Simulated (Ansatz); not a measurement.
# CH9NSn: the cost of one run

Method: RKS BLYP-D4/def2-SVP, in Ansatz 0.2.0.

## Step 1: The system as given

Bond lengths: Sn1–H3 1.740 Å, Sn1–H4 1.739 Å, Sn1–H5 1.739 Å, Sn1–N6 2.400 Å, N6–H7 1.060 Å, N6–C8 1.470 Å, C8–H9 1.110 Å, C8–H10 1.110 Å, C8–H11 1.110 Å. Angles (14 of 15 angles, heavy atoms first): Sn1–N6–C8 120.0°, H3–Sn1–N6 178.9°, H4–Sn1–N6 70.0°, H5–Sn1–N6 70.0°, Sn1–N6–H7 120.0°, H7–N6–C8 120.0°, N6–C8–H9 109.5°, N6–C8–H10 109.5°, N6–C8–H11 109.5°, H3–Sn1–H4 109.5°, H3–Sn1–H5 109.5°, H4–Sn1–H5 109.5°, H9–C8–H10 109.4°, H9–C8–H11 109.4°.

As a file:

```xyz
12

Sn    0.0000    0.0000    0.0000
H     0.0000    0.0000    2.0900
H     1.6408    0.0000   -0.5794
H    -0.8195    1.4198   -0.5794
H    -0.8195   -1.4198   -0.5794
N    -2.2776    0.0000    0.7568
H    -2.9976   -0.6071    0.2705
C    -2.6740    0.8420    1.8947
H    -3.1817    0.2171    2.6588
H    -1.7721    1.3108    2.3407
H    -3.3679    1.6347    1.5451
H    -1.0919    0.0000    1.9721
```

## Step 2: A restrained relaxation towards end A

Springs on the bonds that form and break draw the guess towards this end; the thresholds are loose.

The input, input.yaml:

```yaml
crystal:
  periodic: [false, false, false]
  atoms:
    - { symbol: Sn, position_ang: [0.0, 0.0, 0.0] }
    - { symbol: H, position_ang: [0.0, 0.0, 2.09] }
    - { symbol: H, position_ang: [1.6408, 0.0, -0.5794] }
    - { symbol: H, position_ang: [-0.8195, 1.4198, -0.5794] }
    - { symbol: H, position_ang: [-0.8195, -1.4198, -0.5794] }
    - { symbol: "N", position_ang: [-2.2776, 0.0, 0.7568] }
    - { symbol: H, position_ang: [-2.9976, -0.6071, 0.2705] }
    - { symbol: C, position_ang: [-2.674, 0.842, 1.8947] }
    - { symbol: H, position_ang: [-3.1817, 0.2171, 2.6588] }
    - { symbol: H, position_ang: [-1.7721, 1.3108, 2.3407] }
    - { symbol: H, position_ang: [-3.3679, 1.6347, 1.5451] }
    - { symbol: H, position_ang: [-1.0919, 0.0, 1.9721] }
basis:
  gaussian: { orbitals: def2-SVP }
hamiltonian:
  xc: blyp
  dispersion: d4
relax:
  f_tol: 0.15
  max_steps: 25
  restrain:
    - { distance: [0, 5], at: 3.3, k: 30.0 }
    - { distance: [11, 1], at: 1.86, k: 30.0 }
    - { distance: [0, 1], at: 1.74, k: 30.0 }
    - { distance: [11, 5], at: 1.06, k: 30.0 }
```

Run with:

```console
ansatz run input.yaml --threads 2 --pin off --max-ram 3072MiB --backend cpu --events-out ev --progress --plain --runs-dir out
```

What time and memory should one allow on 2 threads of Arm Neoverse V1, shared host?

About 37 s, with a peak of 0.14 GiB.
